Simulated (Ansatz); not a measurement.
Run this with Ansatz 0.2.0 through its Python package and show what comes out.

Script `run_dimer.py`:
```python
'''Binding of a BFH4Si dimer at a trial geometry.'''

from dataclasses import dataclass

import ansatz as az


@dataclass
class Options:
    basis_set: str = 'def2-SVPD'
    xc: str = 'r2SCAN'


cfg = Options()

FIRST = [
    ('F', (-1.0283, -1.5282, 1.2716)),
    ('B', (-0.221, -1.1004, 0.1643)),
    ('Si', (0.1269, 0.7791, -0.1705)),
    ('H', (0.3301, -1.9126, -0.5376)),
    ('H', (1.054, 0.8976, -1.3361)),
    ('H', (0.8102, 1.3716, 1.0271)),
    ('H', (-1.0716, 1.4927, -0.419)),
]
SECOND = [
    ('F', (-3.7331, -2.5425, 0.683)),
    ('B', (-4.5303, -2.6592, -0.5052)),
    ('Si', (-3.7735, -2.3628, -2.2673)),
    ('H', (-5.677, -3.0284, -0.4356)),
    ('H', (-4.824, -2.6327, -3.2948)),
    ('H', (-2.65, -3.3332, -2.4873)),
    ('H', (-3.2775, -1.0427, -2.4039)),
]

def energy(atoms, ghosts=()):
    molecule = az.Crystal.molecule()
    for symbol, xyz in atoms:
        molecule = molecule.atom(symbol, xyz)
    calc = (
        molecule.calculation()
        .basis(gaussian=cfg.basis_set)
        .functional(cfg.xc)
    )
    deck = calc.input()
    if ghosts:
        deck = deck.set(az.key.basis.gaussian.ghost_atoms, [{'symbol': s, 'position_ang': list(xyz)} for s, xyz in ghosts])
    return az.Session.from_dict(deck).plan().execute().report['free_energy_ev']

# monomers in their own basis and in the basis of the dimer
both = energy(FIRST + SECOND)
alone = energy(FIRST) + energy(SECOND)
ghosted = energy(FIRST, SECOND) + energy(SECOND, FIRST)
print(f'dimer {both:.6f} eV')
print(f'interaction, uncorrected   {23.060548 * (both - alone):8.3f} kcal/mol')
print(f'interaction, counterpoise  {23.060548 * (both - ghosted):8.3f} kcal/mol')
print(f'basis-set superposition    {23.060548 * (alone - ghosted):8.3f} kcal/mol')
```

```console
$ python run_dimer.py
dimer -22657.355715 eV
interaction, uncorrected     -0.031 kcal/mol
interaction, counterpoise     0.466 kcal/mol
basis-set superposition       0.497 kcal/mol
```

Uncorrected it is -0.031 kcal/mol, with the counterpoise correction 0.466 kcal/mol; the difference, 0.50 kcal/mol, is the superposition error. The sign changes with the correction, so this basis doesn't settle it.

Reading the output:
- Total energies depend on the basis set; only differences at equal settings carry meaning.
- The dimer is a generated trial pose of unrelaxed monomers, not a minimum, so the figure is no binding energy, and the basis set is small.
- This level lacks the dispersion part of the attraction (electrostatics and induction are there), which can decide the sign where the interaction is weak.
- Timing: 47 s on 1 thread of Arm Neoverse V2, on a shared host, peak memory 0.35 GiB.

(Lines on the test bed's own set-up are left out of the output.)
